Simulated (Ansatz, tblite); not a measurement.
**[9]cycloparaphenylene (C₅₄H₃₆): one state, many levels**

How do method and basis change the picture of [9]cycloparaphenylene (C₅₄H₃₆) (singlet)?

The runs use Ansatz 0.2.0, Gaussian basis; as each input shows.

Levels to be run: GFN1-xTB, GFN2-xTB, PBE-D4/def2-SVP, r2SCAN-D4/def2-SVP, BHLYP-D4/def2-SVP, BLYP-D4/def2-SVP, r2SCAN-D4/def2-mTZVP, HF/6-31G, B3LYP-D4/6-31G, RPA/def2-SVP.

1 further run of the same task is left out (it didn't finish).

## 1. The geometry

The singlet was relaxed beforehand with PBE-D4/def2-SVP.

SMILES `c1cc2ccc1-c1ccc(cc1)-c1ccc(cc1)-c1ccc(cc1)-c1ccc(cc1)-c1ccc(cc1)-c1ccc(cc1)-c1ccc(cc1)-c1ccc-2cc1`, 90 atoms, charge 0, spin multiplicity 1.

Bond lengths: C1–C2 1.398 Å, C1–C6 1.416 Å, C1–H55 1.101 Å, C2–C3 1.417 Å, C2–H56 1.101 Å, C3–C4 1.415 Å, C3–C52 1.483 Å, C4–C5 1.397 Å, C4–H57 1.100 Å, C5–C6 1.415 Å, C5–H58 1.100 Å, C6–C7 1.482 Å, C7–C8 1.415 Å, C7–C12 1.416 Å, C8–C9 1.395 Å, C8–H59 1.100 Å, C9–C10 1.416 Å, C9–H60 1.099 Å and more. Angles: C2–C1–C6 121.2°, C2–C1–H55 119.1°, C6–C1–H55 119.6°, C1–C2–C3 121.2°, C1–C2–H56 119.0°, C3–C2–H56 119.7°, C2–C3–C4 116.7°, C2–C3–C52 122.5°, C4–C3–C52 119.4°, C3–C4–C5 121.3°, C3–C4–H57 119.6°, C5–C4–H57 118.5°, C4–C5–C6 121.2°, C4–C5–H58 118.7°, C6–C5–H58 119.5°, C1–C6–C5 116.8°, C1–C6–C7 122.6°, C5–C6–C7 119.0° and more.

PBE0-D4/def2-SVP was run before; its log isn't repeated, and its numbers join the tables.

## 2. GFN1-xTB

Tight binding, by tblite at 300 K electronic temperature and without a spin-polarisation term:

```python
tblite.interface.Calculator('GFN1-xTB', numbers, positions, charge=0, uhf=0).singlepoint()
```

Energy -3630.9893 eV, HOMO -10.70 eV, LUMO -8.64 eV; 0.4 s.

## 3. GFN2-xTB

Tight binding, by tblite at 300 K electronic temperature and without a spin-polarisation term:

```python
tblite.interface.Calculator('GFN2-xTB', numbers, positions, charge=0, uhf=0).singlepoint()
```

Energy -3642.6594 eV, HOMO -9.65 eV, LUMO -7.58 eV; 0.37 s.

## 4. PBE-D4/def2-SVP

start.molden holds the orbitals of an earlier run on this state, given as this run's starting guess.

Contents of in.yaml:

```yaml
crystal:
  periodic: [false, false, false]
  atoms:
    - {symbol: C, position_ang: [6.491084, -0.244086, 1.312047]}
    - {symbol: C, position_ang: [6.311292, -1.627311, 1.219876]}
    - {symbol: C, position_ang: [5.857178, -2.230677, 0.020994]}
    - {symbol: C, position_ang: [5.811987, -1.406022, -1.128352]}
    - {symbol: C, position_ang: [5.997460, -0.024404, -1.038511]}
    - {symbol: C, position_ang: [6.232767, 0.603609, 0.207168]}
    - {symbol: C, position_ang: [5.899504, 2.038962, 0.363218]}
    - {symbol: C, position_ang: [5.188805, 2.448844, 1.515593]}
    - {symbol: C, position_ang: [4.435970, 3.623824, 1.522567]}
    - {symbol: C, position_ang: [4.355949, 4.457741, 0.381285]}
    - {symbol: C, position_ang: [5.239875, 4.155117, -0.684797]}
    - {symbol: C, position_ang: [5.987746, 2.973398, -0.696974]}
    - {symbol: C, position_ang: [3.204722, 5.381579, 0.230844]}
    - {symbol: C, position_ang: [2.395469, 5.755958, 1.331480]}
    - {symbol: C, position_ang: [1.071112, 6.163977, 1.153453]}
    - {symbol: C, position_ang: [0.491427, 6.242914, -0.136230]}
    - {symbol: C, position_ang: [1.379100, 6.118816, -1.232853]}
    - {symbol: C, position_ang: [2.695489, 5.688611, -1.054842]}
    - {symbol: C, position_ang: [-0.977778, 6.145862, -0.308401]}
    - {symbol: C, position_ang: [-1.903410, 6.438177, 0.724092]}
    - {symbol: C, position_ang: [-3.199045, 5.910361, 0.710973]}
    - {symbol: C, position_ang: [-3.638649, 5.060403, -0.334518]}
    - {symbol: C, position_ang: [-2.782185, 4.946791, -1.455648]}
    - {symbol: C, position_ang: [-1.491647, 5.473663, -1.443116]}
    - {symbol: C, position_ang: [-4.756839, 4.098493, -0.184291]}
    - {symbol: C, position_ang: [-5.138079, 3.637855, 1.099574]}
    - {symbol: C, position_ang: [-5.791226, 2.414727, 1.267809]}
    - {symbol: C, position_ang: [-6.078193, 1.576256, 0.162727]}
    - {symbol: C, position_ang: [-5.912884, 2.149961, -1.121551]}
    - {symbol: C, position_ang: [-5.279122, 3.383239, -1.289840]}
    - {symbol: C, position_ang: [-6.232339, 0.109505, 0.314832]}
    - {symbol: C, position_ang: [-6.677318, -0.737615, -0.730683]}
    - {symbol: C, position_ang: [-6.373201, -2.103209, -0.740601]}
    - {symbol: C, position_ang: [-5.608991, -2.695866, 0.295270]}
    - {symbol: C, position_ang: [-5.352677, -1.888779, 1.429456]}
    - {symbol: C, position_ang: [-5.654716, -0.527923, 1.438828]}
    - {symbol: C, position_ang: [-4.851530, -3.959075, 0.127550]}
    - {symbol: C, position_ang: [-4.247390, -4.616250, 1.227130]}
    - {symbol: C, position_ang: [-3.143635, -5.453738, 1.053919]}
    - {symbol: C, position_ang: [-2.597268, -5.699595, -0.229669]}
    - {symbol: C, position_ang: [-3.362390, -5.249312, -1.333427]}
    - {symbol: C, position_ang: [-4.452536, -4.392778, -1.160186]}
    - {symbol: C, position_ang: [-1.181845, -6.120246, -0.375018]}
    - {symbol: C, position_ang: [-0.433145, -6.672841, 0.694339]}
    - {symbol: C, position_ang: [0.964087, -6.614588, 0.710871]}
    - {symbol: C, position_ang: [1.685334, -6.011757, -0.348059]}
    - {symbol: C, position_ang: [0.947356, -5.662953, -1.503394]}
    - {symbol: C, position_ang: [-0.447182, -5.713103, -1.514684]}
    - {symbol: C, position_ang: [3.054475, -5.467970, -0.188604]}
    - {symbol: C, position_ang: [3.432739, -4.914806, 1.057352]}
    - {symbol: C, position_ang: [4.462399, -3.975248, 1.148847]}
    - {symbol: C, position_ang: [5.169371, -3.544389, 0.000962]}
    - {symbol: C, position_ang: [4.935849, -4.263275, -1.197475]}
    - {symbol: C, position_ang: [3.901793, -5.199254, -1.291285]}
    - {symbol: H, position_ang: [6.774695, 0.196382, 2.280375]}
    - {symbol: H, position_ang: [6.461115, -2.245229, 2.118413]}
    - {symbol: H, position_ang: [5.484531, -1.829584, -2.089195]}
    - {symbol: H, position_ang: [5.810027, 0.593570, -1.929357]}
    - {symbol: H, position_ang: [5.106734, 1.763992, 2.372478]}
    - {symbol: H, position_ang: [3.789554, 3.820467, 2.389525]}
    - {symbol: H, position_ang: [5.294191, 4.823792, -1.557025]}
    - {symbol: H, position_ang: [6.605024, 2.739264, -1.578100]}
    - {symbol: H, position_ang: [2.774010, 5.633369, 2.357084]}
    - {symbol: H, position_ang: [0.442217, 6.310133, 2.044313]}
    - {symbol: H, position_ang: [1.007494, 6.269014, -2.257410]}
    - {symbol: H, position_ang: [3.302411, 5.478720, -1.947847]}
    - {symbol: H, position_ang: [-1.585091, 7.039692, 1.589219]}
    - {symbol: H, position_ang: [-3.861195, 6.111660, 1.566821]}
    - {symbol: H, position_ang: [-3.076935, 4.314551, -2.305048]}
    - {symbol: H, position_ang: [-0.824642, 5.234168, -2.283245]}
    - {symbol: H, position_ang: [-4.812772, 4.187352, 1.995482]}
    - {symbol: H, position_ang: [-5.994214, 2.061721, 2.289844]}
    - {symbol: H, position_ang: [-6.176573, 1.568165, -2.017322]}
    - {symbol: H, position_ang: [-5.101372, 3.749450, -2.311929]}
    - {symbol: H, position_ang: [-7.217325, -0.309453, -1.588876]}
    - {symbol: H, position_ang: [-6.683462, -2.708828, -1.605781]}
    - {symbol: H, position_ang: [-4.778470, -2.299222, 2.271999]}
    - {symbol: H, position_ang: [-5.305654, 0.075820, 2.288359]}
    - {symbol: H, position_ang: [-4.585578, -4.394605, 2.250297]}
    - {symbol: H, position_ang: [-2.628268, -5.831684, 1.949137]}
    - {symbol: H, position_ang: [-3.042996, -5.492536, -2.357637]}
    - {symbol: H, position_ang: [-4.927967, -3.960440, -2.053247]}
    - {symbol: H, position_ang: [-0.954661, -7.096573, 1.565725]}
    - {symbol: H, position_ang: [1.505288, -6.987441, 1.594234]}
    - {symbol: H, position_ang: [1.466310, -5.206946, -2.359402]}
    - {symbol: H, position_ang: [-0.974171, -5.295047, -2.383961]}
    - {symbol: H, position_ang: [2.815356, -5.111322, 1.946637]}
    - {symbol: H, position_ang: [4.621013, -3.463240, 2.109332]}
    - {symbol: H, position_ang: [5.531990, -4.036018, -2.094476]}
    - {symbol: H, position_ang: [3.704267, -5.684733, -2.259471]}
basis:
  gaussian: {orbitals: def2-SVP, fitting: {mean_field: def2-universal-jkfit}, initial_orbitals: start.molden}
hamiltonian: {xc: pbe, dispersion: d4}
scf: {omitted_lower_state_checks: [starts]}
output: {forces: true, orbitals: {seedname: orbitals}}
```

Command:

```
$ ansatz run in.yaml --threads 4 --pin off --events-out ev --progress --plain --max-ram 46080MiB --backend cuda --devices 0, --max-vram 37GiB
```

The runs that follow: r2SCAN-D4/def2-SVP; BHLYP-D4/def2-SVP; BLYP-D4/def2-SVP; r2SCAN-D4/def2-mTZVP; HF/6-31G; B3LYP-D4/6-31G; RPA/def2-SVP.

Before running them: what should the planned runs give, taken together? Wanted: gap in def2-SVP, named functionals, smallest and largest; binding an atom, functionals in def2-SVP.

**Answer**, as computed:

```
                                                quantity                                  value
gap in def2-SVP, named functionals, smallest and largest  1.98 eV (BLYP-D4), 4.77 eV (BHLYP-D4)
                binding an atom, functionals in def2-SVP    5.31 (BHLYP-D4) to 5.72 eV (PBE-D4)
```

In words: Orbital gaps of the named functionals in def2-SVP span 1.98 eV (BLYP-D4) to 4.77 eV (BHLYP-D4); exact exchange widens it.
